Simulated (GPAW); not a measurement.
# GaGe3 (Fm-3m) in GPAW: settings compared

The runs below take GaGe3 through band structure, with PBEsol, LDA.

All numbers are computed with GPAW 26.7.0; they aren't measurements. Logs are shortened: lines on timing, memory, paths and dates and some standing lists are left out, and cuts for length are marked. The log counts tension as positive stress, the text compression.

### 1 The structure

Symmetry: Fm-3m, No. 225, cubic system. The conventional cell has a = 6.774 Å, b = 6.774 Å, c = 6.774 Å, α = 90.00°, β = 90.00°, γ = 90.00°. Ge (site symmetry m-3m) has 8 Ge at 2.93 Å as nearest neighbours. Around Ge (site symmetry -43m) lie 4 Ge at 2.93 Å and 4 Ga at 2.93 Å. Ga (site symmetry m-3m) is surrounded by 8 Ge at 2.93 Å.

The cell comes from a database or a generator and needn't be the stable form of this composition.

### 2 Band structure, PBEsol

The input, run.py:

```python
from ase import Atoms
from ase.dft.bandgap import bandgap
from ase.io import write
from ase.units import GPa
from gpaw import GPAW, PW, setup_paths

setup_paths.insert(0, '.')

atoms = Atoms(['Ge', 'Ge', 'Ge', 'Ga'],
              cell=[[0.0, 3.387167, 3.387167],
                    [3.387167, 0.0, 3.387167],
                    [3.387167, 3.387167, 0.0]],
              scaled_positions=[[0.5, 0.5, 0.5],
                                [0.75, 0.75, 0.75],
                                [0.25, 0.25, 0.25],
                                [0.0, 0.0, 0.0]],
              pbc=True)

calc = GPAW(mode=PW(600),
            xc='PBEsol',
            kpts={'size': (7, 7, 7), 'gamma': True},
            occupations={'name': 'fermi-dirac', 'width': 0.05},
            nbands=18,
            convergence={'density': 1e-05, 'energy': 1e-05},
            maxiter=150,
            txt='gpaw.txt')
atoms.calc = calc
energy = atoms.get_potential_energy()
forces = atoms.get_forces()
stress = atoms.get_stress()
calc.write('gs.gpw')
write('result.traj', atoms)
print(f'Energy: {energy:.6f} eV')
print('Forces (eV/A):')
print(forces.round(4))
print('Stress (GPa):', (stress / GPa).round(3))
print('Fermi level:', round(calc.get_fermi_level(), 4), 'eV')
print(f'Gap: {bandgap(calc)[0]:.4f} eV, direct: {bandgap(calc, direct=True)[0]:.4f} eV')

path = atoms.cell.bandpath('GXWKGLUWLK,UX', npoints=60, eps=1e-4)
bs_calc = calc.fixed_density(kpts=path, symmetry='off', nbands=32,
                             convergence={'bands': 'CBM+6.0', 'eigenstates': 1e-6}, txt='bands.txt')
bs = bs_calc.band_structure()
bs.write('bs.json')
print(f'Gap on the path: {bandgap(bs_calc)[0]:.4f} eV')
```

Potentials or basis: PAW data sets generated in the run's folder for this functional, pw.

Launch:

```sh
gpaw-setup -f PBEsol Ga Ge
OMP_NUM_THREADS=1 python run.py
```

gpaw.txt:

```text
__  _  _
 | _ |_)|_||  |
 |__||  | ||/\| - 26.7.0

Input parameters:
  mode=PW(ecut=600.0),
  convergence={'density': 1e-05, 'energy': 1e-05},
  kpts=MonkhorstPack(size=(7, 7, 7), gamma=True),
  maxiter=150,
  nbands=18,
  occupations=Occupations(name='fermi-dirac', width=0.05),
  xc=XC(name='PBEsol')

Diagonalizing LCAO Hamiltonian
Converting LCAO to pw mode

                       Ge

                  Ge

            Ge

       Ga

Atoms  # Å, Bohr magnetons
|   | symbol |        x |        y |        z |    initial magnetic moments |
|---|--------|----------|----------|----------|-----------------------------|
| 0 |     Ge | 3.387167 | 3.387167 | 3.387167 | ( 0.0000,  0.0000,  0.0000) |
| 1 |     Ge | 5.080750 | 5.080750 | 5.080750 | ( 0.0000,  0.0000,  0.0000) |
| 2 |     Ge | 1.693583 | 1.693583 | 1.693583 | ( 0.0000,  0.0000,  0.0000) |
| 3 |     Ga | 0.000000 | 0.000000 | 0.000000 | ( 0.0000,  0.0000,  0.0000) |

Unit cell  # Å
| periodic |        x |        y |        z |  lengths |    angles |
|----------|----------|----------|----------|----------|-----------|
|      yes | 0.000000 | 3.387167 | 3.387167 | 4.790178 | 60.000000 |
|      yes | 3.387167 | 0.000000 | 3.387167 | 4.790178 | 60.000000 |
|      yes | 3.387167 | 3.387167 | 0.000000 | 4.790178 | 60.000000 |

Number of symmetries: 48
Symmetry operations  # r_c * U_cc + t_c -> r_c
|    | kind |            matrix            |
|----|------|------------------------------|
|  0 |  σ   |  1, 0, 0,  1, 0,-1,  1,-1, 0 |
|  1 |  C2  |  1, 0, 0,  1,-1, 0,  1, 0,-1 |
|  2 |  E   |  1, 0, 0,  0, 1, 0,  0, 0, 1 |
|  3 |  σ   |  1, 0, 0,  0, 0, 1,  0, 1, 0 |
|  4 |  C4  |  1, 0,-1,  1, 0, 0,  1,-1, 0 |
|  5 |  S6  |  1, 0,-1,  1,-1, 0,  1, 0, 0 |
|  6 |  σ   |  1, 0,-1,  0, 1,-1,  0, 0,-1 |
|  7 |  C3  |  1, 0,-1,  0, 0,-1,  0, 1,-1 |
|  8 |  S6  |  1,-1, 0,  1, 0, 0,  1, 0,-1 |
|  9 |  C4  |  1,-1, 0,  1, 0,-1,  1, 0, 0 |
| 10 |  C3  |  1,-1, 0,  0,-1, 1,  0,-1, 0 |
| 11 |  σ   |  1,-1, 0,  0,-1, 0,  0,-1, 1 |
| 12 |  σ   |  0, 1, 0,  1, 0, 0,  0, 0, 1 |
| 13 |  C4  |  0, 1, 0,  0, 1,-1, -1, 1, 0 |
| 14 |  C3  |  0, 1, 0,  0, 0, 1,  1, 0, 0 |
| 15 |  S6  |  0, 1, 0, -1, 1, 0,  0, 1,-1 |
| 16 |  C2  |  0, 1,-1,  1, 0,-1,  0, 0,-1 |
| 17 |  σ   |  0, 1,-1,  0, 1, 0, -1, 1, 0 |
| 18 |  S4  |  0, 1,-1,  0, 0,-1,  1, 0,-1 |
| 19 |  C4  |  0, 1,-1, -1, 1, 0,  0, 1, 0 |
| 20 |  C3  |  0, 0, 1,  1, 0, 0,  0, 1, 0 |
| 21 |  σ   |  0, 0, 1,  0, 1, 0,  1, 0, 0 |
| 22 |  S6  |  0, 0, 1,  0,-1, 1, -1, 0, 1 |
| 23 |  C4  |  0, 0, 1, -1, 0, 1,  0,-1, 1 |
| 24 |  S4  |  0, 0,-1,  1, 0,-1,  0, 1,-1 |
| 25 |  C3  |  0, 0,-1,  0, 1,-1,  1, 0,-1 |
| 26 |  C2  |  0, 0,-1,  0,-1, 0, -1, 0, 0 |
| 27 |  S6  |  0, 0,-1, -1, 0, 0,  0,-1, 0 |
| 28 |  S4  |  0,-1, 1,  1,-1, 0,  0,-1, 0 |
| 29 |  C4  |  0,-1, 1,  0, 0, 1, -1, 0, 1 |
| 30 |  C2  |  0,-1, 1,  0,-1, 0,  1,-1, 0 |
| 31 |  σ   |  0,-1, 1, -1, 0, 1,  0, 0, 1 |
| 32 |  C3  |  0,-1, 0,  1,-1, 0,  0,-1, 1 |
| 33 |  S6  |  0,-1, 0,  0, 0,-1, -1, 0, 0 |
| 34 |  S4  |  0,-1, 0,  0,-1, 1,  1,-1, 0 |
| 35 |  C2  |  0,-1, 0, -1, 0, 0,  0, 0,-1 |
| 36 |  C2  | -1, 1, 0,  0, 1, 0,  0, 1,-1 |
| 37 |  S6  | -1, 1, 0,  0, 1,-1,  0, 1, 0 |
| 38 |  S4  | -1, 1, 0, -1, 0, 1, -1, 0, 0 |
| 39 |  C3  | -1, 1, 0, -1, 0, 0, -1, 0, 1 |
| 40 |  S6  | -1, 0, 1,  0, 0, 1,  0,-1, 1 |
| 41 |  C2  | -1, 0, 1,  0,-1, 1,  0, 0, 1 |
| 42 |  C3  | -1, 0, 1, -1, 1, 0, -1, 0, 0 |
| 43 |  S4  | -1, 0, 1, -1, 0, 0, -1, 1, 0 |
| 44 |  C2  | -1, 0, 0,  0, 0,-1,  0,-1, 0 |
| 45 |  i   | -1, 0, 0,  0,-1, 0,  0, 0,-1 |
| 46 |  σ   | -1, 0, 0, -1, 1, 0, -1, 0, 1 |
| 47 |  C2  | -1, 0, 0, -1, 0, 1, -1, 1, 0 |

BZ-sampling:
  Number of BZ points: 343
  Number of IBZ points: 20

  Monkhorst-Pack size: [7, 7, 7]
  Monkhorst-Pack shift: [0, 0, 0]

K-points  # in reciprocal-cell coordinates
|     |                                coordinates |     weight |
|-----|--------------------------------------------|------------|
|   0 | (  0.00000000,   0.00000000,   0.00000000) | 0.00291545 |
|   1 | (  0.14285714,   0.14285714,   0.00000000) | 0.01749271 |
|   2 | (  0.14285714,   0.14285714,   0.14285714) | 0.02332362 |
|   3 | (  0.28571429,   0.14285714,   0.14285714) | 0.03498542 |
|   4 | (  0.28571429,   0.28571429,   0.00000000) | 0.01749271 |
|   5 | (  0.28571429,   0.28571429,   0.14285714) | 0.06997085 |
|   6 | (  0.28571429,   0.28571429,   0.28571429) | 0.02332362 |
|   7 | (  0.42857143,  -0.28571429,  -0.28571429) | 0.03498542 |
|   8 | (  0.42857143,   0.28571429,  -0.42857143) | 0.13994169 |
|   9 | (  0.42857143,   0.28571429,  -0.28571429) | 0.06997085 |
| ... |                                            |            |
|  19 | (  0.42857143,   0.42857143,   0.42857143) | 0.02332362 |

Plane wave coefficients: 2637
Cutoff: 600.0 eV

Spin-components: 1 (collinear spins)
Bands:           18
Projectors:      20
Spin-degeneracy: 2
Datatype:        complex128

Parallelization:
  kpt:    1
  domain: 1
  band:   1

Density:
  Valence electrons: 15.0
  Components: 1
  Grid points: [28 28 28]
  Charge: 0.0  # |e|

Potential:
  Grid points: [28 28 28]

species:
  Ge:
    name:    Germanium
    Z:       32.0
    valence: 4
    core:    28
    charge:  0.0  # [|e|]
    compensation charges:
      type: gauss
      rc: 0.32  # [Å]
      lmax: 2
    cutoffs:
      filter: 1.77  # [Å]
      core: 3.42  # [Å]
    projectors
    | kind |    occ | energy [eV] | rcut [Å] |
    |------|--------|-------------|----------|
    |   4s |  2.000 |     -11.738 |    1.005 |
    |   4p |  2.000 |      -3.898 |    1.005 |
    |    s |        |      15.473 |    1.005 |
    |    p |        |      23.314 |    1.005 |
    |    d |        |       0.000 |    1.005 |

    Using partial waves for Ge as LCAO basis

  Ga:
    name:    Gallium
    Z:       31.0
    valence: 3
    core:    28
    charge:  0.0  # [|e|]
    compensation charges:
      type: gauss
      rc: 0.37  # [Å]
      lmax: 2
    cutoffs:
      filter: 2.06  # [Å]
      core: 4.17  # [Å]
    projectors
    | kind |    occ | energy [eV] | rcut [Å] |
    |------|--------|-------------|----------|
    |   4s |  2.000 |      -8.959 |    1.164 |
    |   4p |  1.000 |      -2.572 |    1.164 |
    |    s |        |      18.252 |    1.164 |
    |    p |        |      24.640 |    1.164 |
    |    d |        |       0.000 |    1.164 |

    Using partial waves for Ga as LCAO basis

Reference energy: -224011.715208  # eV

eigensolver:
  PPCG
  Converge bands: occupied
  niter=2

density mixing:
  MSR1-Mixer
  Pratt-step length: 0.05
  Maximum mixing coefficient: 0.75
  Old densities: 10
  SVD Regularization: 0.005
  Good broyden scale: 1.0
  Trust region scale: 1.0
  Backstep threshold: 4.0
  History deletion threshold: 6.0
  Fourier metric: weight=20.0, sigma=0.015

occupation numbers:
  Fermi-Dirac:
    width: 0.0500  # eV

poisson solver:
  ecut: 4800.0  # eV

xc functional:
  name: PBEsol with 2 nearest neighbor stencil

convergence criteria:
- Maximum integral of absolute [dens]ity change: 1e-05 electrons / valence electron
- Maximum [total energy] change in last 3 cyles: 1e-05 eV / valence electron
- Maximum integral of absolute [eigenst]ate change: 4e-08 eV^2 / valence electron
maximum number of iterations: 150

SCF iterations
|iter     | |      energy | eigst |  dens |
|---------|-|-------------|-------|-------|
|iter:   1| |  -17.415043 | -0.69 |       |
|iter:   2| |  -17.409251 | -3.05 | -1.22 |
|iter:   3| |  -17.355419 | -3.37 | -1.25 |
|iter:   4| |  -17.351893 | -4.23 | -1.85 |
|iter:   5| |  -17.351884 | -5.67 | -2.84 |
|iter:   6| |  -17.351875c| -6.45 | -3.24 |
|iter:   7| |  -17.351876c| -8.18c| -4.12 |
|iter:   8| |  -17.351876c| -8.83c| -4.88 |
|iter:   9| |  -17.351876c| -9.51c| -5.30c|

Converged in 9 steps
Energy contributions relative to reference atoms: (reference = -224011.715208)

Energy contributions:
  Kinetic:          21.821326
  Coulomb:         -19.794451
  Zero:             -0.012656
  External:          0.000000
  Xc:              -19.361532
  Entropy:          -0.009125
  Spinorbit:         0.000000
  ----------------------------
  Free energy:     -17.356439
  Extrapolated:    -17.351876

dipole moment: (-17.489367, -17.489367, -17.489367)  # |e|*Ang

Fermi level: 6.983
Eigenvalues  # (at kpt = [0.000, 0.000, 0.000])
| band index |      eig [eV] | occ [0-2] |
|------------|---------------|-----------|
|          0 |        -5.452 |     2.000 |
|        ... |               |           |
|          2 |         2.415 |     2.000 |
|          3 |         5.434 |     2.000 |
|          4 |         5.434 |     2.000 |
|          5 |         5.434 |     2.000 |
|          6 |         5.736 |     2.000 |
|          7 |         5.736 |     2.000 |
[... 8 lines left out ...]
|         16 |        16.751 |     0.000 |
|         17 |        16.751 |     0.000 |

No gap
No difference between direct/indirect transitions

Forces  # eV/Ang
|        x |        y |        z |
|----------|----------|----------|
|  0.00000 | -0.00000 | -0.00000 |  # Ge   0
| -0.00000 | -0.00000 | -0.00000 |  # Ge   1
| -0.00000 |  0.00000 | -0.00000 |  # Ge   2
|  0.00000 | -0.00000 | -0.00000 |  # Ga   3

Stress tensor  # eV/Ang^3
|         x |        y |         z |
|-----------|----------|-----------|
|  0.025896 | 0.000000 | -0.000000 |
|  0.000000 | 0.025896 |  0.000000 |
| -0.000000 | 0.000000 |  0.025896 |

# Writing to gs.gpw (mode='')
```

Run time: 31 s. Hardware: 1 thread of AMD EPYC 9R45 (Zen 5), shared host; peak memory 0.32 GiB.

Results:

```
Free energy             : -17.3564 eV
Pressure                : -4.1 GPa
Band gap along the path : none (metal or under the smearing width)
```

Levels at the corners of the path, in eV from the Fermi level:
| point | band 4 | band 5 | band 6 | band 7 | band 8 | band 9 | band 10 | band 11 | band 12 | band 13 |
| --- | --- | --- | --- | --- | --- | --- | --- | --- | --- | --- |
| Γ | -1.55 | -1.55 | -1.55 | -1.25 | -1.25 | -1.25 | -1.12 | 0.32 | 0.32 | 0.32 |
| X | -5.73 | -4.75 | -4.75 | 2.92 | 3.02 | 3.02 | 3.42 | 3.75 | 3.75 | 4.37 |
| W | -7.14 | -1.76 | -1.76 | -1.37 | -1.14 | 3.51 | 3.66 | 4.28 | 4.28 | 5.90 |
| K | -5.98 | -4.34 | -1.85 | 0.28 | 0.84 | 1.73 | 2.39 | 3.49 | 5.24 | 5.49 |
| Γ | -1.55 | -1.55 | -1.55 | -1.25 | -1.25 | -1.25 | -1.12 | 0.32 | 0.32 | 0.32 |
| L | -4.12 | -2.55 | -2.55 | -1.99 | -1.99 | 1.81 | 1.83 | 4.03 | 4.03 | 4.62 |
| U | -5.98 | -4.34 | -1.85 | 0.28 | 0.84 | 1.73 | 2.39 | 3.49 | 5.24 | 5.49 |
| W | -7.14 | -1.76 | -1.76 | -1.37 | -1.14 | 3.51 | 3.66 | 4.28 | 4.28 | 5.90 |
| L | -4.12 | -2.55 | -2.55 | -1.99 | -1.99 | 1.81 | 1.83 | 4.03 | 4.03 | 4.62 |
| K | -5.98 | -4.34 | -1.85 | 0.28 | 0.84 | 1.73 | 2.39 | 3.49 | 5.24 | 5.49 |
| U | -5.98 | -4.34 | -1.85 | 0.28 | 0.84 | 1.73 | 2.39 | 3.49 | 5.24 | 5.49 |
| X | -5.73 | -4.75 | -4.75 | 2.92 | 3.02 | 3.02 | 3.42 | 3.75 | 3.75 | 4.37 |

### 3 Band structure, LDA

Changes to run.py since step 2:

```diff
@@ -4,5 +4,3 @@
 from ase.units import GPa
-from gpaw import GPAW, PW, setup_paths
-
-setup_paths.insert(0, '.')
+from gpaw import GPAW, PW
 
@@ -19,3 +17,3 @@
 calc = GPAW(mode=PW(600),
-            xc='PBEsol',
+            xc='LDA',
             kpts={'size': (7, 7, 7), 'gamma': True},
```

Potentials or basis: the program's PAW data sets (release 1.2.1) made for this functional, pw.

Launch:

```sh
OMP_NUM_THREADS=1 python run.py
```

Run time: 29 s. Hardware: 1 thread of AMD EPYC 9R45 (Zen 5), shared host; peak memory 0.32 GiB.

Results (log left out):

- Free energy: -18.2318 eV
- Pressure: -5.7 GPa
- Band gap along the path: none (metal or under the smearing width)

Levels at the corners of the path, in eV from the Fermi level:
| point | band 5 | band 6 | band 7 | band 8 | band 9 | band 10 | band 11 | band 12 |
| --- | --- | --- | --- | --- | --- | --- | --- | --- |
| Γ | -1.50 | -1.50 | -1.28 | -1.20 | -1.20 | -1.20 | 0.32 | 0.32 |
| X | -4.70 | -4.70 | 2.85 | 3.00 | 3.00 | 3.34 | 3.73 | 3.73 |
| W | -1.76 | -1.76 | -1.37 | -1.15 | 3.48 | 3.62 | 4.25 | 4.25 |
| K | -4.29 | -1.85 | 0.25 | 0.80 | 1.75 | 2.41 | 3.46 | 5.18 |
| Γ | -1.50 | -1.50 | -1.28 | -1.20 | -1.20 | -1.20 | 0.32 | 0.32 |
| L | -2.50 | -2.50 | -1.95 | -1.95 | 1.76 | 1.77 | 4.04 | 4.04 |
| U | -4.29 | -1.85 | 0.25 | 0.80 | 1.75 | 2.41 | 3.46 | 5.18 |
| W | -1.76 | -1.76 | -1.37 | -1.15 | 3.48 | 3.62 | 4.25 | 4.25 |
| L | -2.50 | -2.50 | -1.95 | -1.95 | 1.76 | 1.77 | 4.04 | 4.04 |
| K | -4.29 | -1.85 | 0.25 | 0.80 | 1.75 | 2.41 | 3.46 | 5.18 |
| U | -4.29 | -1.85 | 0.25 | 0.80 | 1.75 | 2.41 | 3.46 | 5.18 |
| X | -4.70 | -4.70 | 2.85 | 3.00 | 3.00 | 3.34 | 3.73 | 3.73 |
